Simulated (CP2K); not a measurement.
The system is PtSe.

```
Pt Se
1.0
     3.95755    0.00000    0.00000
     1.97878    3.42734    0.00000
     1.97878    1.14245    3.23133
Pt Se
1 1
Direct
  0.50000 0.50000 0.50000
  0.00000 0.00000 0.00000
```

The cell comes from a database or a generator and needn't be the stable form of this composition.

Program: CP2K 2026.2. Alike in all runs: task band structure; level PBE; no spin polarisation; cell as given; k mesh 8 × 8 × 8; smearing fermi-dirac 0.05 eV.

Q: Order these runs on this cell by their pressure, lowest first.
A. potentials or basis POTENTIAL_UZH Pt GTH-PBE-q18, Se GTH-PBE-q6; ccGRB-D basis; ADDED_MOS [13]
B. potentials or basis GTH_POTENTIALS Pt GTH-PBE-q18, Se GTH-PBE-q6; SZV-MOLOPT-SR-GTH basis; ADDED_MOS [2]
C. potentials or basis GTH_POTENTIALS Pt GTH-PBE-q18, Se GTH-PBE-q6; TZVP-MOLOPT-SR-GTH basis; ADDED_MOS [13]

A: C (-14.2 GPa), A (-12.4 GPa), B (-2.1 GPa).

Caveats: the basis of atomic orbitals isn't converged, which shifts pressures, moduli and gaps; a minimal basis gives rough bond lengths, pressures and levels (some runs).
